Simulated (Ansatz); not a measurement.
# WS2: the cost of one run

Computed with Ansatz 0.2.0 (DFT PBEsol+U (U_eff = 8 eV on W d), plane waves, PAW, no spin–orbit coupling unless a run says so, unless a step's input says otherwise).

The COD entry's cell or inner coordinates are ideal or old and differ from later refinements, so a difference from it is no clean test against experiment.

2 further runs of the same task are left out: 2 that didn't finish.

**1. The starting structure**

Symmetry: P6_3/mmc, No. 194, hexagonal system. Conventional cell: a = 3.180 Å, b = 3.180 Å, c = 12.500 Å, α = 90.00°, β = 90.00°, γ = 120.00°. W (site symmetry -6m2) has 6 S at 2.45 Å as nearest neighbours. S (site symmetry 3m) is surrounded by 3 W at 2.45 Å.

Coordinates:

```cif
data_structure
_symmetry_space_group_name_H-M 'P6_3/mmc'
_symmetry_Int_Tables_number 194
_cell_length_a 3.1800
_cell_length_b 3.1800
_cell_length_c 12.5000
_cell_angle_alpha 90.000
_cell_angle_beta 90.000
_cell_angle_gamma 120.000
_cell_volume 109.47
loop_
_atom_site_label
_atom_site_type_symbol
_atom_site_symmetry_multiplicity
_atom_site_Wyckoff_symbol
_atom_site_fract_x
_atom_site_fract_y
_atom_site_fract_z
_atom_site_occupancy
W1 W 2 c 0.33333 0.66667 0.25000 1
S1 S 4 f 0.33333 0.66667 0.62000 1
```

An earlier series on this cell reached its lowest free state from «ferromagnetic start, free, symmetry kept, no search», perhaps among other starts (it ended without moments).

**2. Ferromagnetic start, free, default search**

input.yaml reads:

```yaml
crystal:
  lattice:
    - [3.17999949, 0.0, 0.0]
    - [-1.58999974, 2.75396034, 0.0]
    - [0.0, 0.0, 12.49999932]
  atoms:
    - { symbol: W, position: [0.3333333333, 0.6666666667, 0.25], spin: 2.0 }
    - { symbol: W, position: [0.6666666667, 0.3333333333, 0.75], spin: 2.0 }
    - { symbol: S, position: [0.3333333333, 0.6666666667, 0.62] }
    - { symbol: S, position: [0.6666666667, 0.3333333333, 0.12] }
    - { symbol: S, position: [0.3333333333, 0.6666666667, 0.88] }
    - { symbol: S, position: [0.6666666667, 0.3333333333, 0.38] }
basis:
  ecutwfc: 420
  ecutrho_ratio: 4
kpoints:
  mp_grid: { grid: [7, 7, 2] }
hamiltonian:
  xc: pbesol
  hubbard:
    sites: [{ site: 0, l: d, u_eff: 8.0 }, { site: 1, l: d, u_eff: 8.0 }]
scf:
  occupations: { method: gaussian, width: 0.05 }
output:
  forces: true
  stress: true
  eigenvalues: true
  populations: true
  hubbard: { sites: [{ site: 0, l: d }, { site: 1, l: d }] }
magnetization:
  spin_polarized: true
```

Launch:

```
ansatz run input.yaml --threads 4 --pin off --max-ram 6144MiB --backend cpu --events-out ev --progress --plain --runs-dir out
```

What time and memory should one allow on 4 threads of Intel Xeon Platinum 8488C (Sapphire Rapids), shared host?

About 88 s, with a peak of 1.2 GiB.
